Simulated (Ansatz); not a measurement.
Run this with the Ansatz DFT code, driven from Python and show what comes out.

Script `edit.py`:
```python
"""Editing single keys of the input for Li2Si."""

import ansatz

lattice = ansatz.Lattice.of(
    (2.17097, 1.25341, 6.13243),
    (-2.17097, 1.25341, 6.13243),
    (0.0, -2.50682, 6.13243),
)
sites = [
    ("Li", (0.359, 0.359, 0.359)),
    ("Li", (0.641, 0.641, 0.641)),
    ("Li", (0.79495, 0.79495, 0.79495)),
    ("Li", (0.20505, 0.20505, 0.20505)),
    ("Si", (0.06147, 0.06147, 0.06147)),
    ("Si", (0.93853, 0.93853, 0.93853)),
]
cell = ansatz.Crystal(lattice=lattice)
for symbol, position in sites:
    cell = cell.atom(symbol, position)

calc = (
    cell.calculation()
    .functional("PBEsol")
    .basis(470)
    .kpoints(6)
    .occupations("fermi_dirac", width=0.1)
    .band_table()
)
typed = calc.input()
rows = []
for value in [0.0001, 1e-06, 1e-08]:
    edited = typed.set(ansatz.key.scf.convergence.dr2_threshold, value)
    rep = ansatz.Session.from_dict(edited).plan().execute().report
    rows.append((value, rep["free_energy_ev"], rep["n_iterations"], len(rep["eigenvalues_ev"][0]) if "eigenvalues_ev" in rep else 0))
print("  threshold eV            F eV      iterations    bands listed")
for row in rows:
    print(f"{str(row[0]):>14s}  {row[1]:14.5f}  {row[2]:14d}  {row[3]:14d}")
```

Running `python edit.py` prints:
```text
  threshold eV            F eV      iterations    bands listed
        0.0001     -2056.32135               6              16
         1e-06     -2056.32135               6              16
         1e-08     -2056.32135               7              16
```

Caveats:
- Absolute energies stand on the zero of these potentials, so only differences at equal settings mean something. A total without «per atom» is that of the cell as typed.
- For a metal this k-point mesh is coarse: on a finer one energies can move by several to tens of meV an atom and pressures by half a GPa or more, differences at one mesh by less.
- The structure comes from a database of computed cells and needn't be a stable or known phase.
- Run time: 5.8 s on 1 thread of Intel(R) Xeon(R) 6975P-C (Granite Rapids), with other jobs on the host, peak memory 0.43 GiB.

(Lines on the test bed's own set-up are left out of the output.)
